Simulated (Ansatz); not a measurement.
# Na2Al: the cost of one run

Method: DFT PBE, scalar-relativistic, plane waves, PAW, in Ansatz 0.2.0.

2 further runs of the same task are left out: 2 set aside as unsound or not needed.

## Step 1: Starting point

It takes space group I4/mmm (No. 139, tetragonal). The conventional cell has a = 3.158 Å, b = 3.158 Å, c = 15.983 Å, α = 90.00°, β = 90.00°, γ = 90.00°. Na (site symmetry 4mm) has 4 Na at 3.16 Å and 4 Al at 3.27 Å as nearest neighbours. Al (site symmetry 4/mmm) is surrounded by 4 Al at 3.16 Å and 8 Na at 3.27 Å.

Structure file:

```cif
data_structure
_symmetry_space_group_name_H-M 'I4/mmm'
_symmetry_Int_Tables_number 139
_cell_length_a 3.1577
_cell_length_b 3.1577
_cell_length_c 15.9828
_cell_angle_alpha 90.000
_cell_angle_beta 90.000
_cell_angle_gamma 90.000
_cell_volume 159.37
loop_
_atom_site_label
_atom_site_type_symbol
_atom_site_symmetry_multiplicity
_atom_site_Wyckoff_symbol
_atom_site_fract_x
_atom_site_fract_y
_atom_site_fract_z
_atom_site_occupancy
Na1 Na 4 e 0.50000 0.50000 0.14966 1
Al1 Al 2 a 0.00000 0.00000 0.00000 1
```

This is a trial structure built by rule; it need not be a known or stable form of this composition.

It is the result of an earlier relaxation at this level (volume 26.56 Å³/atom; gap on the mesh: none (metal)).

It is a trial structure (swap of Au by Na in AlAu2), so another structure or a mixture of phases may lie lower.

## Step 2: Relaxing at 2 GPa

What is minimised here is the enthalpy; the energy can go up as the cell is squeezed.

The input, input.yaml:

```yaml
crystal:
  lattice:
    - [-1.5788749982, 1.5788749982, 7.9913903296]
    - [1.5788749982, -1.5788749982, 7.9913903296]
    - [1.5788749982, 1.5788749982, -7.9913903296]
  atoms:
    - { symbol: Na, position: [0.6496577185, 0.6496577185, 0.0] }
    - { symbol: Na, position: [0.3503422815, 0.3503422815, 0.0] }
    - { symbol: Al, position: [0.0, 0.0, 0.0] }
basis:
  ecutwfc: 420
kpoints:
  mp_grid: { grid: [18, 18, 18] }
hamiltonian:
  xc: pbe
scf:
  occupations: { method: fermi_dirac, width: 0.15 }
output:
  forces: true
  stress: true
  eigenvalues: true
relax:
  adjacent_minimum: "off"
  f_tol: 0.001
  max_steps: 60
  cell: { stress_tol: 0.02, p_target: 2.0 }
```

Launch:

```sh
> ansatz run input.yaml --threads 1 --pin off --max-ram 3072MiB --backend cpu --events-out ev --progress --plain --runs-dir out
```

What time and memory should one allow on 1 thread of Intel Xeon Platinum 8375C at 2.90GHz (Ice Lake), shared host?

About 2.7 min, with a peak of 0.8 GiB.
